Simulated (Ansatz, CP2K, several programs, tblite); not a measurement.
Energy against volume for stannite Ag2ZnGeSe4, at fixed shape and fractional coordinates, computed by several methods (PBE and r2SCAN, where shown, with plane waves in Ansatz); the cell shown is that of r2SCAN. With free coordinates or axes held, a curve is too stiff, and on another method's shape its minimum isn't the method's own volume. The symmetry is I-42m (No. 121, tetragonal); a = 5.628 Å, c = 12.548 Å in the conventional setting, 24.84 Å³ an atom. Ag has 4 Se at 2.63 Å; Zn has 4 Se at 2.49 Å; Ge has 4 Se at 2.39 Å; Se has 1 Ge at 2.39 Å and 1 Zn at 2.49 Å and 2 Ag at 2.63 Å. Note: simulated data, non-magnetic, for a generated structure that need not be the stable one. Energies count from each curve's lowest point; fits are third-order Birch-Murnaghan.

```yaml
crystal:
  lattice:
    - [-2.81378, 2.81378, 6.27415]
    - [2.81378, -2.81378, 6.27415]
    - [2.81378, 2.81378, -6.27415]
  atoms:
    - { symbol: Ag, position: [0.75000, 0.25000, 0.50000] }
    - { symbol: Ag, position: [0.25000, 0.75000, 0.50000] }
    - { symbol: Zn, position: [0.00000, 0.00000, 0.00000] }
    - { symbol: Ge, position: [0.50000, 0.50000, 0.00000] }
    - { symbol: Se, position: [0.85514, 0.85514, 0.48543] }
    - { symbol: Se, position: [0.14486, 0.63029, 0.00000] }
    - { symbol: Se, position: [0.63029, 0.14486, 0.00000] }
    - { symbol: Se, position: [0.36971, 0.36971, 0.51457] }
```

PBE, on the shape of its own relaxed cell:
```
V (Å³/atom)  E (meV/atom)
     24.160         16.71
     24.931          3.95
     25.702          0.00
     26.473          3.45
     27.244         13.13
```
V₀ = 25.71 Å³ an atom and B₀ = 51 GPa.

Question: PBE/DZVP (CP2K), on the shape of the cell shown, gives
```
V (Å³/atom)  E (meV/atom)
     21.857        146.02
     23.347         53.06
     24.837          8.64
     26.328          0.00
     27.818         16.12
```
What equilibrium volume and bulk modulus follow?

Answer: V₀ = 26.04 Å³ an atom and B₀ = 50 GPa.

light PBE (260 eV, its own mesh), on the shape of the cell shown:

| V (Å³/atom) | E (meV/atom) |
| --- | --- |
| 22.850 | 77.66 |
| 23.844 | 35.48 |
| 24.837 | 13.03 |
| 25.831 | 25.26 |
| 26.824 | 13.85 |
| 27.818 | 0.00 |

The points scatter about a smooth fit, as a low cutoff and a light mesh can make them, so no fit is quoted.

r2SCAN, on the shape of its own relaxed cell:
```tsv
V (Å³/atom)	E (meV/atom)
23.347	18.40
24.092	4.32
24.837	0.00
25.583	3.89
26.328	14.69
```
V₀ = 24.84 Å³ an atom and B₀ = 59 GPa.

GFN2-xTB (tblite), on the shape of the cell shown, as a cluster of 64 atoms at the zone centre:
```csv
V (Å³/atom),E (meV/atom)
21.857,200.72
23.347,98.59
24.837,38.17
26.328,8.08
27.818,0.00
```
The lowest point is an end point, so the minimum isn't bracketed.
